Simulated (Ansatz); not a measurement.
I need a single point of NaMg₃O₄, space group Pm-3m. Use Ansatz's Python interface. Settings: PBEsol, PAW, cutoff 420 eV, 6×6×6 k-points, Fermi-Dirac smearing of 0.15 eV.

```
Na Mg O
1.0
     4.35375    0.00000    0.00000
     0.00000    4.35375    0.00000
     0.00000    0.00000    4.35375
Na Mg O
1 3 4
Direct
  0.00000 0.00000 0.00000
  0.00000 0.50000 0.50000
  0.50000 0.00000 0.50000
  0.50000 0.50000 0.00000
  0.50000 0.00000 0.00000
  0.50000 0.50000 0.50000
  0.00000 0.00000 0.50000
  0.00000 0.50000 0.00000
```

Script `namg3o4.py`:
```python
# -*- coding: utf-8 -*-
from collections import Counter
import warnings

import ansatz as az
import numpy as np
from pymatgen.core import Structure

SETTINGS = {
    "functional": "PBEsol",
    "kgrid": (6, 6, 6),
    "smearing": "fermi_dirac",
    "width_ev": 0.15,
}


def main():
    warnings.simplefilter("ignore", az.DeckWarning)

    cell = (
        az.Lattice.cubic(4.35375365)
        .space_group(221)
        .atom("Na", (0.0, 0.0, 0.0))
        .atom("Mg", (0.0, 0.5, 0.5))
        .atom("O", (0.5, 0.0, 0.0))
        .atom("O", (0.5, 0.5, 0.5))
    )

    model = cell.calculation()
    model = model.functional(SETTINGS["functional"])
    model = model.kpoints(*SETTINGS["kgrid"])
    model = model.occupations(SETTINGS["smearing"], width=SETTINGS["width_ev"])
    model = model.compute(potential=True)
    model = model.cutoff_correction(756)
    session = model.session()
    planned = session.plan(threads=1)
    done = planned.execute()
    rep = done.report

    n_atoms = len(rep["lattice"]["sites"])
    print("F =", round(rep["free_energy_ev"], 4), "eV for", n_atoms, "atoms")
    print("E(sigma -> 0) =", round(rep["energy_sigma0_ev"], 4), "eV, TS =", round(rep["entropy_ts_ev"], 5), "eV")
    print("closed by", rep["closed_by"], "after", rep["n_iterations"], "iterations")

    estimate = rep.get("cutoff_correction")
    if estimate:
        print("towards {} eV the energy would change by {:.2f} meV/atom".format(estimate["reference_ecutwfc_ev"], 1000 * estimate["energy_ev"] / len(done.lattice.sites)))

    v = done.potential()
    line = v.v_es_ev.mean(axis=(0, 1))
    print("planar mean of the electrostatic potential along the third grid axis (eV):")
    print(np.round(line[:: max(len(line) // 12, 1)], 3))

    final = Structure(done.lattice.cell_ang, [s.symbol for s in done.lattice.sites], [s.position_frac for s in done.lattice.sites])
    shortest = {}
    for site, neighbours in zip(final, final.get_all_neighbors(5.0)):
        for other in neighbours:
            pair = "-".join(sorted((site.specie.symbol, other.specie.symbol)))
            shortest[pair] = min(shortest.get(pair, 9e9), other.nn_distance)
    for pair, distance in sorted(shortest.items(), key=lambda item: item[1]):
        print(f"shortest {pair:6s} {distance:.4f} A")


if __name__ == "__main__":
    main()
```

```console
$ python namg3o4.py
F = -9462.4635 eV for 8 atoms
E(sigma -> 0) = -9462.298 eV, TS = 0.33111 eV
closed by deck_thresholds after 8 iterations
towards 756.0 eV the energy would change by -3.51 meV/atom
planar mean of the electrostatic potential along the third grid axis (eV):
[-6.05  -2.029  5.567  9.007  9.108  7.187  0.314 -6.684 -6.684  0.314
  7.187  9.108  9.007  5.567 -2.029]
shortest Mg-O   2.1769 A
shortest Na-O   2.1769 A
shortest Mg-Na  3.0786 A
shortest Mg-Mg  3.0786 A
shortest O-O    3.0786 A
shortest Na-Na  4.3538 A
```

Absolute energies stand on the zero of these potentials, so only differences at equal settings mean something. The cell holds an odd number of electrons and is run without spin, so a magnetic state may lie lower. The mesh is modest for a metal, so energies can be off by several to tens of meV an atom and pressures by half a GPa or more; differences at equal mesh fare better. The structure comes from a database of computed cells and needn't be a stable or known phase. The whole script took 4.9 s on 1 thread of Arm Neoverse V1, with other jobs on the host, peak memory 0.42 GiB.

(A comment or docstring line of the script was reworded after the run, the code is as it ran; lines on the test bed's own set-up are left out of the output.)
